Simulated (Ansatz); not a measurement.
**Rh: a line through an energy map**

How does the energy of Rh (P6_3/mmc, No. 194; 4 atoms in the cell) vary with lattice constant a (and b), at lattice constant c = 8.029 Å?

Program: Ansatz 0.2.0. Level of theory: DFT PBEsol, scalar-relativistic, plane waves, PAW. These are calculated values, not measurements.

18 further runs of the same task are left out: 18 set aside as unsound or not needed. Runs told in other sessions of the task aren't counted.

## Step 1: The system as given

Symmetry: P6_3/mmc, No. 194, hexagonal system. The conventional cell has a = 2.676 Å, b = 2.676 Å, c = 8.728 Å, α = 90.00°, β = 90.00°, γ = 120.00°. Rh (site symmetry -3m) has 12 Rh at 2.67 to 2.68 Å in its first shell of neighbours. Rh (site symmetry -6m2) has 12 Rh at 2.67 to 2.68 Å in its first shell of neighbours.

Structure file:

```xyz
4
Lattice="2.6756 0.0000 0.0000 -1.3378 2.3171 0.0000 0.0000 0.0000 8.7275" Properties=species:S:1:pos:R:3 pbc="T T T"
Rh    0.0000    0.0000    0.0000
Rh    0.0000    1.5447    2.1819
Rh    0.0000    0.0000    4.3638
Rh    1.3378    0.7724    6.5456
```

It goes back to an entry of the Materials Project, which need not be the stable form.

It is the result of an earlier relaxation at this level (volume 13.53 Å³/atom; gap on the mesh: none (metal)).

## Step 2: Plan of the line

The energy is mapped over the lattice constants a and c of the conventional cell.

- lattice constant a (and b): 7 values from 2.595 to 2.756 Å
- lattice constant c: 7 values from 8.029 to 9.426 Å

Nothing else is relaxed (symmetry fixes all fractional coordinates). Energies count from the relaxed crystal. Points are written as (first, second).

## Step 3: Point (2.595 Å, 8.029 Å)

File input.yaml:

```yaml
crystal:
  lattice:
    - [2.5953, 0.0, 0.0]
    - [-1.29765, 2.2475957304, 0.0]
    - [0.0, 0.0, 8.0293]
  atoms:
    - { symbol: Rh, position: [0.0, 0.0, 0.0] }
    - { symbol: Rh, position: [0.3333333333, 0.6666666667, 0.25] }
    - { symbol: Rh, position: [0.0, 0.0, 0.5] }
    - { symbol: Rh, position: [0.6666666667, 0.3333333333, 0.75] }
basis:
  ecutwfc: 420
kpoints:
  mp_grid: { grid: [18, 18, 6] }
hamiltonian:
  xc: pbesol
  pseudopotentials: { kind: paw, azcp: { folder: soft_1 } }
scf:
  occupations: { method: gaussian, width: 0.15 }
output:
  forces: true
  stress: true
  eigenvalues: true
```

Launch:

```sh
$ ansatz run input.yaml --threads 2 --pin off --max-ram 4096MiB --backend cpu --events-out ev --progress --plain --runs-dir out
```

Log (excerpt; [...] marks lines left out):

```text
Warning: <dir> the record states the generating functional pbe (its physics header spells it `PBE`), which answers neither for hamiltonian.xc's functional nor for the pbesol family's — results may be inconsistent (PPs are generated against a specific XC)
Warning: RAYON_NUM_THREADS=2 ignored (pool sized by the plan → 2); use --threads N
[...]
Pseudopotentials: kind: paw
Pseudopotential: Rh, paw, valence charge 17, recommended cutoff 420 eV (normal), <dir>
Functional definition: PBEsol
[...]
Crystal: 4 atoms, lattice volume = 46.836 Å³
Basis set: ecut = 420 eV, 933 PW (Γ), exchange–correlation on 36×36×108 points (8 copies of the dense FFT grid, shifted against one another)
Bands: 41, of which v1, the nominal top of the filled ones, is band 34 counted from 1 (33 counted from 0)
Symmetry: 24 space group operations
Space group: P63/mmc (ITA 194), of the structure as read, at distance tolerance 3.6e-5 Å
k-points: 148 of 1944
[...]
SCF iter   1: F=—  HF=-25355.670004 eV  |F-HF|=—  |Δ(HF+E_count)|=         —  Δρ=1.21e-1  dr2=5.77e0  ethr=3.10e-3  ⟨swp⟩=5.7  Hψ=20540  notcnv=0  defer=4
[...]
SCF iter   7: F=-25353.732445 eV  HF=-25353.732445 eV  |F-HF|=2.08e-8  |Δ(HF+E_count)|=   1.10e-7  Δρ=1.30e-5  dr2=4.94e-8  ethr=1.47e-10  ⟨swp⟩=8.0  Hψ=23100  notcnv=0
[...]
SCF converged after 7 iterations
Free energy (F): -25353.732445 eV
[...]
E sigma→0 (E₀):  -25353.708591 eV
Entropy (-TS):   -0.047708 eV (-11.927 meV/atom)
Fermi energy:    27.328690 eV
[...]
--- Forces (eV/Å), atoms counted from 1 ---
  atom   1  Rh     0.00000000     0.00000000     0.00000000
  atom   2  Rh     0.00000000    -0.00000000    -0.00000000
  atom   3  Rh     0.00000000     0.00000000    -0.00000000
  atom   4  Rh    -0.00000000     0.00000000     0.00000000
[...]
--- Stress (GPa, compression-positive) ---
       51.888263       0.000000      -0.000000
        0.000000      51.888263       0.000000
       -0.000000       0.000000      84.872475
  P = ⅓ Tr σ = 62.8830 GPa (628.830 kbar)
--- Band table (eV; the first three rows and the last of 148) ---
[...]
```

Wall time 7.5 s (2 threads of Arm Neoverse V1, shared host); peak memory 0.45 GiB.

Energy on the map's scale: 345 meV/atom.

## Step 4: The run at (2.622 Å, 8.029 Å)

Edit input.yaml of step 3 so:

```diff
@@ -2,4 +2,4 @@
   lattice:
-    - [2.5953, 0.0, 0.0]
-    - [-1.29765, 2.2475957304, 0.0]
+    - [2.6221, 0.0, 0.0]
+    - [-1.31105, 2.2708052113, 0.0]
     - [0.0, 0.0, 8.0293]
@@ -23 +23,5 @@
   eigenvalues: true
+  write_density: true
+  write_potential: true
+  elf: true
+  volumetric_format: npy
```

Launch:

```sh
$ ansatz run input.yaml --threads 2 --pin off --max-ram 4096MiB --backend cpu --events-out ev --progress --plain --runs-dir out
```

Log (excerpt; [...] marks lines left out):

```text
Warning: <dir> the record states the generating functional pbe (its physics header spells it `PBE`), which answers neither for hamiltonian.xc's functional nor for the pbesol family's — results may be inconsistent (PPs are generated against a specific XC)
Warning: RAYON_NUM_THREADS=2 ignored (pool sized by the plan → 2); use --threads N
[...]
[... 3 set-up lines as earlier in the session ...]
[...]
Crystal: 4 atoms, lattice volume = 47.809 Å³
Basis set: ecut = 420 eV, 957 PW (Γ), exchange–correlation on 36×36×108 points (8 copies of the dense FFT grid, shifted against one another)
Bands: 41, of which v1, the nominal top of the filled ones, is band 34 counted from 1 (33 counted from 0)
[... 2 set-up lines as earlier in the session ...]
k-points: 148 of 1944
[...]
SCF iter   1: F=—  HF=-25356.002196 eV  |F-HF|=—  |Δ(HF+E_count)|=         —  Δρ=1.21e-1  dr2=5.97e0  ethr=3.10e-3  ⟨swp⟩=5.6  Hψ=20454  notcnv=0  defer=4
[...]
SCF iter   7: F=-25354.010562 eV  HF=-25354.010562 eV  |F-HF|=2.11e-8  |Δ(HF+E_count)|=   1.46e-7  Δρ=1.39e-5  dr2=5.63e-8  ethr=1.47e-10  ⟨swp⟩=11.9  Hψ=38834  notcnv=0
[...]
SCF converged after 7 iterations
Free energy (F): -25354.010562 eV
[...]
E sigma→0 (E₀):  -25353.985471 eV
Entropy (-TS):   -0.050182 eV (-12.546 meV/atom)
Fermi energy:    26.643937 eV
[...]
--- Forces (eV/Å), atoms counted from 1 ---
  atom   1  Rh    -0.00000000     0.00000000     0.00000000
  atom   2  Rh     0.00000000    -0.00000000     0.00000000
  atom   3  Rh     0.00000000    -0.00000000    -0.00000000
  atom   4  Rh     0.00000000     0.00000000     0.00000000
[...]
--- Stress (GPa, compression-positive) ---
       40.030384       0.000000       0.000000
       -0.000000      40.030384       0.000000
        0.000000       0.000000      76.178535
  P = ⅓ Tr σ = 52.0798 GPa (520.798 kbar)
--- Band table (eV; the first three rows and the last of 148) ---
[...]
```

Run time: 10 s. Hardware: 2 threads of Arm Neoverse V1, shared host; peak memory 0.46 GiB.

Density in a lattice plane of the grid's cell (edges 2.62 and 8.03 Å, at 0.000 of the third edge), which holds Rh.

Ten even steps from ' ' (0.33 e/Å³) to '@' (14.86 e/Å³):
```
**==..      ..==
..              
                
                
        ..      
                
                
..              
**==..      ..==
@@**::      ::**
**==..      ..==
..              
                
                
        ..      
                
                
..              
**==..      ..==
@@##::      ::##
```
Columns run along the first of these edges and rows up along the second, over one cell in 8 and 20 even steps from the bottom left corner. Atoms in the plane (fractional): Rh at (0.00, 0.00), Rh at (0.00, 0.50).

ELF in the same plane.

Values, 12 rows by 6 columns:
```
0.53 0.43 0.24 0.27 0.24 0.43
0.26 0.26 0.24 0.24 0.24 0.26
0.27 0.23 0.35 0.47 0.36 0.23
0.26 0.26 0.24 0.24 0.24 0.26
0.53 0.43 0.24 0.27 0.24 0.43
0.76 0.68 0.36 0.27 0.36 0.68
0.53 0.43 0.24 0.27 0.24 0.43
0.26 0.26 0.24 0.24 0.24 0.26
0.27 0.23 0.36 0.47 0.35 0.23
0.26 0.26 0.24 0.24 0.24 0.26
0.53 0.43 0.24 0.27 0.24 0.43
0.77 0.68 0.37 0.27 0.37 0.68
```
Columns run along the first of these edges and rows up along the second, over one cell in 6 and 12 even steps from the bottom left corner. Atoms in the plane (fractional): Rh at (0.00, 0.00), Rh at (0.00, 0.50).

Both are smooth fields of the valence electrons: close to the nuclei they are not physical.

Energy on the map's scale: 275 meV/atom.

## Step 5: The run at (2.676 Å, 8.029 Å)

Edit input.yaml of step 4 so:

```diff
@@ -2,4 +2,4 @@
   lattice:
-    - [2.6221, 0.0, 0.0]
-    - [-1.31105, 2.2708052113, 0.0]
+    - [2.6755648908, 0.0, 0.0]
+    - [-1.3377824454, 2.3171071649, 0.0]
     - [0.0, 0.0, 8.0293]
```

Launch:

```sh
$ ansatz run input.yaml --threads 2 --pin off --max-ram 4096MiB --backend cpu --events-out ev --progress --plain --runs-dir out
```

Log (excerpt; [...] marks lines left out):

```text
Warning: <dir> the record states the generating functional pbe (its physics header spells it `PBE`), which answers neither for hamiltonian.xc's functional nor for the pbesol family's — results may be inconsistent (PPs are generated against a specific XC)
Warning: RAYON_NUM_THREADS=2 ignored (pool sized by the plan → 2); use --threads N
[...]
[... 3 set-up lines as earlier in the session ...]
[...]
Crystal: 4 atoms, lattice volume = 49.778 Å³
Basis set: ecut = 420 eV, 957 PW (Γ), exchange–correlation on 36×36×108 points (8 copies of the dense FFT grid, shifted against one another)
Bands: 41, of which v1, the nominal top of the filled ones, is band 34 counted from 1 (33 counted from 0)
[... 1 set-up line as earlier in the session ...]
Space group: P63/mmc (ITA 194), of the structure as read, at distance tolerance 3.7e-5 Å
k-points: 148 of 1944
[...]
SCF iter   1: F=—  HF=-25356.454966 eV  |F-HF|=—  |Δ(HF+E_count)|=         —  Δρ=1.20e-1  dr2=6.33e0  ethr=3.10e-3  ⟨swp⟩=5.3  Hψ=19980  notcnv=0  defer=1
[...]
SCF iter   7: F=-25354.376445 eV  HF=-25354.376445 eV  |F-HF|=2.56e-8  |Δ(HF+E_count)|=   1.99e-7  Δρ=1.57e-5  dr2=7.42e-8  ethr=1.47e-10  ⟨swp⟩=9.6  Hψ=40396  notcnv=0
[...]
SCF converged after 7 iterations
Free energy (F): -25354.376445 eV
[...]
E sigma→0 (E₀):  -25354.347972 eV
Entropy (-TS):   -0.056947 eV (-14.237 meV/atom)
Fermi energy:    25.334188 eV
[...]
--- Forces (eV/Å), atoms counted from 1 ---
  atom   1  Rh    -0.00000000     0.00000000     0.00000000
  atom   2  Rh     0.00000000    -0.00000000     0.00000000
  atom   3  Rh    -0.00000000     0.00000000    -0.00000000
  atom   4  Rh    -0.00000000     0.00000000     0.00000000
[...]
--- Stress (GPa, compression-positive) ---
       20.395733       0.000000       0.000000
        0.000000      20.395733       0.000000
        0.000000       0.000000      60.307942
  P = ⅓ Tr σ = 33.6998 GPa (336.998 kbar)
--- Band table (eV; the first three rows and the last of 148) ---
[...]
```

It took 11 s on 2 threads of Arm Neoverse V1, shared host; peak memory 0.47 GiB.

Density in a lattice plane of the grid's cell (edges 2.68 and 8.03 Å, at 0.000 of the third edge), which holds Rh.

Ten even steps from ' ' (0.30 e/Å³) to '@' (14.84 e/Å³):
```
**==..      ..==
..              
                
                
        ..      
                
                
..              
**==..      ..==
@@**::      ::**
**==..      ..==
..              
                
                
        ..      
                
                
..              
**==..      ..==
@@##::      ::##
```
Columns run along the first of these edges and rows up along the second, over one cell in 8 and 20 even steps from the bottom left corner. Atoms in the plane (fractional): Rh at (0.00, 0.00), Rh at (0.00, 0.50).

ELF in the same plane.

Ten even steps from ' ' (0.21) to '@' (0.77):
```
%%##==  ..  ==##
--::          ::
                
..    ..::..    
..    --==--    
..    ..::..    
                
--::..      ..::
%%##==  ..  ==##
@@@@**......**@@
%%##==  ..  ==##
--::..      ..::
                
..    ..::..    
..    --==--    
..    ..::..    
                
--::          ::
%%##==  ..  ==##
@@@@**......**@@
```
Columns run along the first of these edges and rows up along the second, over one cell in 8 and 20 even steps from the bottom left corner. Atoms in the plane (fractional): Rh at (0.00, 0.00), Rh at (0.00, 0.50).

Both are smooth fields of the valence electrons: close to the nuclei they are not physical.

That is 184 meV/atom from the zero.

## Step 6: Grid point (2.702 Å, 8.029 Å)

Edit input.yaml of step 5 so:

```diff
@@ -2,4 +2,4 @@
   lattice:
-    - [2.6755648908, 0.0, 0.0]
-    - [-1.3377824454, 2.3171071649, 0.0]
+    - [2.7023, 0.0, 0.0]
+    - [-1.35115, 2.3402604486, 0.0]
     - [0.0, 0.0, 8.0293]
@@ -23,5 +23 @@
   eigenvalues: true
-  write_density: true
-  write_potential: true
-  elf: true
-  volumetric_format: npy
```

Launch:

```sh
$ ansatz run input.yaml --threads 2 --pin off --max-ram 4096MiB --backend cpu --events-out ev --progress --plain --runs-dir out
```

Log (excerpt; [...] marks lines left out):

```text
[...]
SCF converged after 7 iterations
Free energy (F): -25354.477887 eV
[...]
E sigma→0 (E₀):  -25354.447551 eV
Entropy (-TS):   -0.060672 eV (-15.168 meV/atom)
Fermi energy:    24.706895 eV
[...]
--- Forces (eV/Å), atoms counted from 1 ---
  atom   1  Rh     0.00000000     0.00000000     0.00000000
  atom   2  Rh     0.00000000    -0.00000000     0.00000000
  atom   3  Rh     0.00000000     0.00000000    -0.00000000
  atom   4  Rh    -0.00000000     0.00000000     0.00000000
[...]
--- Stress (GPa, compression-positive) ---
       12.318945       0.000000       0.000000
        0.000000      12.318945       0.000000
        0.000000       0.000000      53.029456
  P = ⅓ Tr σ = 25.8891 GPa (258.891 kbar)
--- Band table (eV; the first three rows and the last of 148) ---
[...]
```

Wall time 8.1 s (2 threads of Arm Neoverse V1, shared host); peak memory 0.46 GiB.

Energy on the map's scale: 159 meV/atom.

## Step 7: Point (2.729 Å, 8.029 Å)

Edit input.yaml of step 6 so:

```diff
@@ -2,4 +2,4 @@
   lattice:
-    - [2.7023, 0.0, 0.0]
-    - [-1.35115, 2.3402604486, 0.0]
+    - [2.7291, 0.0, 0.0]
+    - [-1.36455, 2.3634699295, 0.0]
     - [0.0, 0.0, 8.0293]
```

Launch:

```sh
$ ansatz run input.yaml --threads 2 --pin off --max-ram 4096MiB --backend cpu --events-out ev --progress --plain --runs-dir out
```

Log (excerpt; [...] marks lines left out):

```text
Warning: <dir> the record states the generating functional pbe (its physics header spells it `PBE`), which answers neither for hamiltonian.xc's functional nor for the pbesol family's — results may be inconsistent (PPs are generated against a specific XC)
Warning: RAYON_NUM_THREADS=2 ignored (pool sized by the plan → 2); use --threads N
[...]
[... 3 set-up lines as earlier in the session ...]
[...]
Crystal: 4 atoms, lattice volume = 51.790 Å³
Basis set: ecut = 420 eV, 1005 PW (Γ), exchange–correlation on 40×40×108 points (8 copies of the dense FFT grid, shifted against one another)
Bands: 41, of which v1, the nominal top of the filled ones, is band 34 counted from 1 (33 counted from 0)
[... 2 set-up lines as earlier in the session ...]
k-points: 148 of 1944
[...]
SCF iter   1: F=—  HF=-25356.673360 eV  |F-HF|=—  |Δ(HF+E_count)|=         —  Δρ=1.19e-1  dr2=6.63e0  ethr=3.10e-3  ⟨swp⟩=5.3  Hψ=19465  notcnv=0
[...]
SCF iter   8: F=-25354.532752 eV  HF=-25354.532752 eV  |F-HF|=4.98e-9  |Δ(HF+E_count)|=   1.07e-8  Δρ=4.28e-6  dr2=8.14e-9  ethr=1.47e-10  ⟨swp⟩=7.2  Hψ=20370  notcnv=0
[...]
SCF converged after 8 iterations
Free energy (F): -25354.532752 eV
[...]
E sigma→0 (E₀):  -25354.500531 eV
Entropy (-TS):   -0.064441 eV (-16.110 meV/atom)
Fermi energy:    24.096041 eV
[...]
--- Forces (eV/Å), atoms counted from 1 ---
  atom   1  Rh     0.00000000     0.00000000     0.00000000
  atom   2  Rh     0.00000000     0.00000000    -0.00000000
  atom   3  Rh     0.00000000    -0.00000000    -0.00000000
  atom   4  Rh     0.00000000    -0.00000000     0.00000000
[...]
--- Stress (GPa, compression-positive) ---
        5.219464       0.000000      -0.000000
        0.000000       5.219464      -0.000000
       -0.000000      -0.000000      46.166895
  P = ⅓ Tr σ = 18.8686 GPa (188.686 kbar)
--- Band table (eV; the first three rows and the last of 148) ---
[...]
```

Wall time 8.1 s (2 threads of Arm Neoverse V1, shared host); peak memory 0.47 GiB.

Energy on the map's scale: 145 meV/atom.

## Step 8: Grid point (2.756 Å, 8.029 Å)

Edit input.yaml of step 7 so:

```diff
@@ -2,4 +2,4 @@
   lattice:
-    - [2.7291, 0.0, 0.0]
-    - [-1.36455, 2.3634699295, 0.0]
+    - [2.7558, 0.0, 0.0]
+    - [-1.3779, 2.3865928077, 0.0]
     - [0.0, 0.0, 8.0293]
```

Launch:

```sh
$ ansatz run input.yaml --threads 2 --pin off --max-ram 4096MiB --backend cpu --events-out ev --progress --plain --runs-dir out
```

Log (excerpt; [...] marks lines left out):

```text
[...]
SCF converged after 8 iterations
Free energy (F): -25354.545748 eV
[...]
E sigma→0 (E₀):  -25354.511644 eV
Entropy (-TS):   -0.068210 eV (-17.052 meV/atom)
Fermi energy:    23.504635 eV
[...]
--- Forces (eV/Å), atoms counted from 1 ---
  atom   1  Rh     0.00000000    -0.00000000     0.00000000
  atom   2  Rh    -0.00000000     0.00000000    -0.00000000
  atom   3  Rh     0.00000000    -0.00000000     0.00000000
  atom   4  Rh     0.00000000    -0.00000000     0.00000000
[...]
--- Stress (GPa, compression-positive) ---
       -0.980805       0.000000      -0.000000
        0.000000      -0.980805       0.000000
       -0.000000       0.000000      39.756744
  P = ⅓ Tr σ = 12.5984 GPa (125.984 kbar)
--- Band table (eV; the first three rows and the last of 148) ---
[...]
```

It took 8.4 s on 2 threads of Arm Neoverse V1, shared host; peak memory 0.47 GiB.

Energy on the map's scale: 142 meV/atom.

## Step 9: Results

```
lattice constant a (and b) (Å)  step  energy (meV/atom)  slope (meV/atom per Å)  pressure (GPa)
                         2.595     3                345                   −2922            62.9
                         2.622     4                275                   −2278            52.1
                         2.649     –                222                   −1701            42.4
                         2.676     5                184                   −1184            33.7
                         2.702     6                159                    −722            25.9
                         2.729     7                145                    −309            18.9
                         2.756     8                142                      59            12.6
```

Energies count from the relaxed crystal. Rows without a step come from runs not printed here or follow by symmetry. Slopes come from the forces (and the stress, where the cell changes), not from differences of energies.

What this shows: The lowest point computed is at the end of the line, 2.756 Å, but the slope there points inward, so the minimum lies between it and the next point. The highest point computed, at 2.595 Å, lies 203 meV/atom above the lowest. This is one cut through a surface in two coordinates; the map's lowest point lies off it.
